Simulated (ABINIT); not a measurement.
InSb3:

```xyz
4
Lattice="4.8064 0.0000 0.0000 0.0000 4.8064 0.0000 0.0000 0.0000 4.8064" Properties=species:S:1:pos:R:3 pbc="T T T"
Sb    2.4032    2.4032    0.0000
Sb    0.0000    2.4032    2.4032
Sb    2.4032    0.0000    2.4032
In    0.0000    0.0000    0.0000
```

The cell comes from a database or a generator and needn't be the stable form of this composition.

- Program: ABINIT 10.8.3 (patched build)
- Task: relaxation of cell and atoms
- Functional: BLYP
- Potentials or basis: PseudoDojo NC SR PBE v0.4.1 standard
- Cutoff: 1088 eV
- k mesh: 4 × 4 × 4
- Occupations: fermi-dirac, width 0.05 eV
- Spin: no spin polarisation

At the start: pressure 5.4 GPa; volume 27.76 Å³/atom.

Question: Where does the relaxation end?

Answer: Over 5 steps the energy falls by 47.3 meV/atom and the volume is 30.89 Å³/atom (+11.3 %); space group Pm-3m (No. 221, to 0.05 Å).

The path:
| step | energy change (eV) | largest force (eV/Å) | pressure (GPa) | volume (Å³) |
| --- | --- | --- | --- | --- |
| 1 | 0.0000 | 0.0000 | 5.37 | 111.03 |
| 2 | -0.0557 | 0.0000 | 4.37 | 112.87 |
| 3 | -0.1863 | 0.0000 | 0.56 | 121.86 |
| 4 | -0.1891 | 0.0000 | 0.07 | 123.34 |
| 5 | -0.1892 | 0.0000 | 0.00 | 123.55 |

Final structure:
```xyz
4
Lattice="4.9806 0.0000 0.0000 0.0000 4.9806 0.0000 0.0000 0.0000 4.9806" Properties=species:S:1:pos:R:3 pbc="T T T"
Sb    2.4903    2.4903    0.0000
Sb    0.0000    2.4903    2.4903
Sb    2.4903    0.0000    2.4903
In    0.0000    0.0000    0.0000
```

Caveat: the potentials were made for another functional, which shifts forces and pressure.
